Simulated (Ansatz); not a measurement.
Consider a convergence test of the plane-wave cutoff of SrMg, space group P-6m2 (the Python package of Ansatz (0.2.0)).

Script `run_ecut.py`:
```python
"""Cutoff test for SrMg."""

import ansatz
import pandas as pd

SETTINGS = {
    "xc": "pbesol",
    "k_length": 24,
    "occupations": "fermi_dirac",
    "sigma": 0.15,
}

crystal = (
    ansatz.Lattice.from_parameters(4.051674, 4.051674, 5.58938, alpha=90, beta=90, gamma=120)
    .space_group(187)
    .atom("Sr", (0.0, 0.0, 0.0))
    .atom("Mg", (2 / 3, 1 / 3, 0.5))
)

setup = (
    crystal.calculation()
    .functional(SETTINGS["xc"])
    .kpoints(length=SETTINGS["k_length"])
    .occupations(SETTINGS["occupations"], width=SETTINGS["sigma"])
)

rows = []
for value in [250, 325, 400, 475, 550, 625]:
    r = setup.basis(value).run(threads=1, backend="cpu").report
    rows.append((value, r["free_energy_ev"] / len(r["lattice"]["sites"]), r["n_iterations"], r["n_pw"]))

table = pd.DataFrame(rows, columns=["cutoff (eV)", "F/atom (eV)", "iterations", "plane waves"])
print(table.round(5).to_string(index=False))

# differences from the last row
for row in rows[:-1]:
    shift = 1000 * (row[1] - rows[-1][1])
    print(f"{row[0]}: {shift:+.2f} meV/atom" + ("  (within 1 meV)" if abs(shift) < 1 else ""))
```

From which cutoff on is the energy per atom within 1 meV of the last row, and how does it get there?

From 400 eV on it stays within 1 meV an atom of the value at 625 eV; the first row (250 eV) is off by 124.9 meV and the last but one by 0.01 meV. The energy falls steadily, as expected when plane waves are added.

The output:

Output of `python run_ecut.py`:
```text
DeckWarning: basis.ecutwfc = 250 eV is below the records' recommended 420 eV, and the density's cutoff is lower with it unless basis.ecutrho_ratio is high enough to keep the records' density cutoff: compare with a run at a higher cutoff
DeckWarning: basis.ecutwfc = 325 eV is below the records' recommended 420 eV, and the density's cutoff is lower with it unless basis.ecutrho_ratio is high enough to keep the records' density cutoff: compare with a run at a higher cutoff
DeckWarning: basis.ecutwfc = 400 eV is below the records' recommended 420 eV, and the density's cutoff is lower with it unless basis.ecutrho_ratio is high enough to keep the records' density cutoff: compare with a run at a higher cutoff
 cutoff (eV)  F/atom (eV)  iterations  plane waves
         250  -2701.91233           7          699
         325  -2702.03391           6         1055
         400  -2702.03701           6         1471
         475  -2702.03716           6         1861
         550  -2702.03720           6         2331
         625  -2702.03721           6         2813
250: +124.88 meV/atom
325: +3.29 meV/atom
400: +0.19 meV/atom  (within 1 meV)
475: +0.05 meV/atom  (within 1 meV)
550: +0.01 meV/atom  (within 1 meV)
```
(Warnings from the package without file and line.)

What to keep in mind:
- For a metal this k-point mesh is coarse: on a finer one energies can move by several to tens of meV an atom and pressures by half a GPa or more, differences at one mesh by less.
- The smearing is wide enough that free energy and stress hold a thermal part of the electrons.
- The structure comes from a database of computed cells and needn't be a stable or known phase.
- Shifts are counted from the last row, which is itself no proven limit.
- Wall time of the script: 13 s on 1 thread of Arm Neoverse V2, on a shared host, peak memory 0.48 GiB.

(Lines on the test bed's own set-up are left out of the output.)
